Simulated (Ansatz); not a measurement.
**CH7GaO2Si: small, medium and large basis sets**

The task here is to estimate one member of a computed series from the others.

Program: Ansatz 0.2.0, Gaussian basis. Level of theory: one geometry, several basis sets. These are calculated values, not measurements.

Levels to be run: PBE0-D4/def2-SVP; ωB97M-V/def2-SVP; PBE0-D4/def2-QZVPP; ωB97M-V/def2-QZVPP; the functionals' def2-TZVPP values are taken from earlier runs.

## The geometry

All runs share one geometry, relaxed beforehand with PBE0-D4 in a triple-zeta def2 set.

SMILES `[CH3][GaH][O][SiH2]O`, 12 atoms, charge 0, spin multiplicity 1.

Atoms are counted from 1 here; the program's logs count them from 0.

Bond lengths: C1–Ga2 1.955 Å, C1–H6 1.091 Å, C1–H7 1.093 Å, C1–H8 1.092 Å, Ga2–O3 1.874 Å, Ga2–H9 1.567 Å, O3–Si4 1.601 Å, Si4–O5 1.705 Å, Si4–H10 1.488 Å, Si4–H11 1.483 Å, O5–H12 0.959 Å. Angles: Ga2–C1–H6 110.2°, Ga2–C1–H7 110.0°, Ga2–C1–H8 111.4°, H6–C1–H7 108.1°, H6–C1–H8 109.0°, H7–C1–H8 107.9°, C1–Ga2–O3 114.3°, C1–Ga2–H9 129.9°, O3–Ga2–H9 113.6°, Ga2–O3–Si4 103.5°, O3–Si4–O5 98.3°, O3–Si4–H10 116.6°, O3–Si4–H11 114.7°, O5–Si4–H10 107.3°, O5–Si4–H11 109.1°, H10–Si4–H11 109.8°, Si4–O5–H12 120.2°.

The first run:

File in.yaml:

```yaml
crystal:
  periodic: [false, false, false]
  atoms:
    - {symbol: C, position_ang: [-1.945865, -0.310509, 0.914929]}
    - {symbol: Ga, position_ang: [-0.065261, 0.211566, 1.024451]}
    - {symbol: O, position_ang: [1.127904, -1.056374, 0.330642]}
    - {symbol: Si, position_ang: [1.577749, -0.420870, -1.067969]}
    - {symbol: O, position_ang: [0.514260, 0.911095, -1.085995]}
    - {symbol: H, position_ang: [-2.133371, -0.851716, -0.013749]}
    - {symbol: H, position_ang: [-2.200939, -0.968997, 1.749321]}
    - {symbol: H, position_ang: [-2.604677, 0.558727, 0.959983]}
    - {symbol: H, position_ang: [0.624670, 1.302083, 1.912936]}
    - {symbol: H, position_ang: [2.963263, 0.117231, -1.140742]}
    - {symbol: H, position_ang: [1.307457, -1.272913, -2.250808]}
    - {symbol: H, position_ang: [0.834789, 1.780658, -1.333020]}
basis:
  gaussian: {orbitals: def2-SVP}
hamiltonian: {xc: pbe0, dispersion: d4}
output: {orbitals: {seedname: orbitals}}
```

The run is started by

```
$ ansatz run in.yaml --threads 4 --pin off --events-out ev --progress --plain --max-ram 10444MiB
```

Among the steps run: PBE0-D4 in def2-SVP; ωB97M-V in def2-SVP; PBE0-D4 in def2-QZVPP; ωB97M-V in def2-QZVPP.

One of the session's tables, all rows but one given; the rest of the session is left out.

It belongs to the step «Density functionals: the series». 

```
functional       basis  HOMO (eV)  LUMO (eV)
   PBE0-D4    def2-SVP      -7.54      -0.04
   PBE0-D4  def2-TZVPP      -7.63      -0.37
   PBE0-D4  def2-QZVPP      -7.65      -0.56
   ωB97M-V    def2-SVP      -9.76       1.69
   ωB97M-V  def2-TZVPP      -9.87       1.23
   ωB97M-V  def2-QZVPP          ?          ?
```

Estimate the missing values for ωB97M-V, def2-QZVPP.

The run gave: HOMO (eV): -9.89; LUMO (eV): 0.79. In the column «HOMO (eV)» it is the lowest.
